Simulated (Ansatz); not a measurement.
# SiH₃O₄−: a ladder of functionals and wavefunction methods

One table from this session's results is given with a row withheld; the runs are named, their logs left out.

Method: functionals in def2-TZVPPD, the program's frozen cores in correlated methods; program: Ansatz 0.2.0, Gaussian basis.

The runs, in order: LDA (SPW92), PBE-D4, revPBE-D4, BLYP-D4, r2SCAN-D4, B97M-V, PBE0-D4, B3LYP-D4, r2SCANh-D4, r2SCAN0-D4, HSE06-D4, BHLYP-D4, CAM-B3LYP-D4, LC-ωPBE, ωB97X-V, ωB97M-V, B2PLYP, PBE-QIDH; CCSD(T)/def2-SVPD; CCSD(T)/def2-TZVPPD; MP2/def2-QZVPPD; extrapolation to the limit; RPA on PBE.

### Structure used throughout

All runs share one geometry, relaxed beforehand with PBE0-D4 in a triple-zeta def2 set.

SMILES `[O-][Si](O)(O)O`, 8 atoms, charge -1, spin multiplicity 1.

Atoms are counted from 1 here; the program's logs count them from 0.

Bond lengths: O1–Si2 1.558 Å, Si2–O3 1.684 Å, Si2–O4 1.684 Å, Si2–O5 1.684 Å, O3–H6 0.959 Å, O4–H7 0.959 Å, O5–H8 0.959 Å. Angles: O1–Si2–O3 115.2°, O1–Si2–O4 115.2°, O1–Si2–O5 115.2°, O3–Si2–O4 103.2°, O3–Si2–O5 103.2°, O4–Si2–O5 103.2°, Si2–O3–H6 107.0°, Si2–O4–H7 107.0°, Si2–O5–H8 107.0°.

Set-up of the first run:

File in.yaml:

```yaml
crystal:
  periodic: [false, false, false]
  atoms:
    - {symbol: O, position_ang: [-1.413526, 0.197759, 0.825050]}
    - {symbol: Si, position_ang: [-0.077975, 0.010881, 0.045630]}
    - {symbol: O, position_ang: [1.319282, 0.127537, 0.978782]}
    - {symbol: O, position_ang: [0.191906, 1.122101, -1.190952]}
    - {symbol: O, position_ang: [0.099014, -1.475058, -0.727304]}
    - {symbol: H, position_ang: [1.074096, 0.563758, 1.796605]}
    - {symbol: H, position_ang: [-0.653713, 1.525839, -1.393852]}
    - {symbol: H, position_ang: [-0.539094, -2.072826, -0.333940]}
basis:
  gaussian: {orbitals: "def2-TZVPPD.json"}
total_charge: -1
hamiltonian: {xc: lda}
output: {orbitals: {seedname: orbitals}}
```

Among the steps run: LDA; PBE-D4 (GGA); revPBE-D4 (GGA); BLYP-D4 (GGA); r2SCAN-D4 (meta-GGA); B97M-V (meta-GGA); PBE0-D4 (hybrid); B3LYP-D4 (hybrid); r2SCANh-D4 (hybrid); r2SCAN0-D4 (hybrid); HSE06-D4 (hybrid); BHLYP-D4 (hybrid); CAM-B3LYP-D4 (range-separated); LC-ωPBE-D4 (range-separated; the results give it without D4); ωB97X-V (range-separated); ωB97M-V (range-separated); B2PLYP (double hybrid); PBE-QIDH (double hybrid).

One of the session's tables, all rows but one given; the rest of the session is left out.

It belongs to the step «Orbital energies across the functionals». Levels, from each run's orbital file:

```
  functional  HOMO (eV)  LUMO (eV)  gap (eV)
 LDA (SPW92)      -0.74       2.98      3.73
      PBE-D4      -0.49       3.01      3.50
   revPBE-D4      -0.40       2.98      3.38
     BLYP-D4      -0.41       2.99      3.40
   r2SCAN-D4          ?          ?         ?
      B97M-V      -0.78       3.09      3.88
     PBE0-D4      -1.96       3.56      5.52
    B3LYP-D4      -1.73       3.31      5.04
  r2SCANh-D4      -1.29       3.71      4.99
  r2SCAN0-D4      -2.16       3.90      6.05
    HSE06-D4      -1.54       3.28      4.82
    BHLYP-D4      -3.42       3.89      7.32
CAM-B3LYP-D4      -3.48       3.99      7.46
     LC-ωPBE      -4.82       4.71      9.54
     ωB97X-V      -4.47       4.70      9.17
     ωB97M-V      -4.44       4.08      8.52
```

Estimate the missing values for r2SCAN-D4.

Worked estimate for «HOMO (eV)». Against the share of exact exchange, r2SCANh-D4 (0.1, -1.29), r2SCAN0-D4 (0.25, -2.16) give a slope of -5.80 per unit share; at 0 the line stands at -0.71.

**Answer.** HOMO (eV): -0.72; LUMO (eV): 3.57; gap (eV): 4.28. In «HOMO (eV)» the line misses by +0.01.
